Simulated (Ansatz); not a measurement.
**Ga2BH (triplet): wave-function methods side by side at distance Ga2–Ga3 = 2.143 Å, cc-pVDZ**

Aim: climb from Hartree-Fock through coupled cluster and multireference methods for Ga2BH (triplet) at one geometry and basis, and see what each rung misses.

Method: cc-pVDZ, core rule «outside noble gas», up to 29 orbitals frozen; program: Ansatz 0.2.0, Gaussian basis.

The runs, in order: UHF; CCSD(T) on ROHF; CCSD(T) on UHF; BCCD(T) on ROHF; CISD; CCSDT(Q) on ROHF; CCSDT(Q) on UHF; CASSCF and MRCISD+Q, 4 electrons in 4 orbitals; CASSCF and NEVPT2, 4 electrons in 4 orbitals; CASSCF and NEVPT2, 10 electrons in 10 orbitals.

32 further runs of the same task are left out: 2 for a mislabelled method, 24 that didn't finish, 6 set aside as unsound or not needed.

## (1) What is computed

The geometry derives from a PBE0/def2-TZVP stationary point (not a proven minimum). One bond is set to the value named and the two fragments are kept rigid. No spin-orbit coupling is included. The filled d shell of Ga may be among the frozen orbitals whatever the setting's name suggests; the logs give the count.

4 atoms, charge 0, spin multiplicity 3.

Atoms are counted from 1 here; the program's logs count them from 0.

Bond lengths: B1–Ga2 1.941 Å, B1–H4 1.189 Å, Ga2–Ga3 2.143 Å. Angles: Ga2–B1–H4 180.0°, B1–Ga2–Ga3 180.0°.

## (2) UHF

in.yaml reads:

```yaml
crystal:
  periodic: [false, false, false]
  atoms:
    - {symbol: B, position_ang: [0.000000, 0.000000, 1.209110]}
    - {symbol: Ga, position_ang: [0.000000, 0.000000, -0.731874]}
    - {symbol: Ga, position_ang: [0.000000, 0.000000, -2.874874]}
    - {symbol: H, position_ang: [0.000000, 0.000000, 2.397638]}
basis:
  gaussian: {orbitals: cc-pVDZ}
magnetization: {spin_polarized: true, initial_magnetization: 2}
hamiltonian: {xc: hf}
output: {orbitals: {seedname: orbitals}}
```

Launch:

```console
> ansatz run in.yaml --threads 1 --pin off --events-out ev --progress --plain --max-ram 2393MiB
```

After this run come: CCSD(T) on ROHF; CCSD(T) on UHF; BCCD(T) on ROHF; CISD; CCSDT(Q) on ROHF; CCSDT(Q) on UHF; CASSCF and MRCISD+Q, 4 electrons in 4 orbitals; CASSCF and NEVPT2, 4 electrons in 4 orbitals; CASSCF and NEVPT2, 10 electrons in 10 orbitals.

Before running them: what should the planned runs give, taken together? Wanted: RCCSDT(Q) below the RHF energy; RMP2 from RCCSDT(Q); UMP2 from RCCSDT(Q); RCCSD from RCCSDT(Q); RCCSD(T) from RCCSDT(Q); UCCSD(T) from RCCSDT(Q); UCCSDT(Q) from RCCSDT(Q); NEVPT2 pair from RCCSDT(Q); NEVPT2 frontier from RCCSDT(Q).

As calculated:

| quantity | value |
| --- | --- |
| RCCSDT(Q) below the RHF energy | -5.5696 eV |
| RMP2 from RCCSDT(Q) | +132.4 kJ/mol |
| UMP2 from RCCSDT(Q) | +155.7 kJ/mol |
| RCCSD from RCCSDT(Q) | +28.8 kJ/mol |
| RCCSD(T) from RCCSDT(Q) | +7.2 kJ/mol |
| UCCSD(T) from RCCSDT(Q) | +9.3 kJ/mol |
| UCCSDT(Q) from RCCSDT(Q) | 0.0 kJ/mol |
| NEVPT2 pair from RCCSDT(Q) | +140.0 kJ/mol |
| NEVPT2 frontier from RCCSDT(Q) | +110.4 kJ/mol |
| levels within 1 kcal/mol (43 meV) | RCCSDT, UCCSDT, UCCSDT(Q) |
| T1 diagnostic | 0.025 |

In words: RCCSD(T) lands +7.2 kJ/mol from the yardstick (1.3 % of the correlation energy). CCSD(T) misses by +7.2 kJ/mol on the restricted determinant and by +9.3 kJ/mol on the unrestricted one; the two need not hold the same state or core. Of the multireference levels listed NEVPT2 frontier comes nearest in total energy (+110.4 kJ/mol), which doesn't show that its space is the better one. These misses are within one basis, not against nature; the frozen cores of restricted and unrestricted runs differ, which can shift their rows.
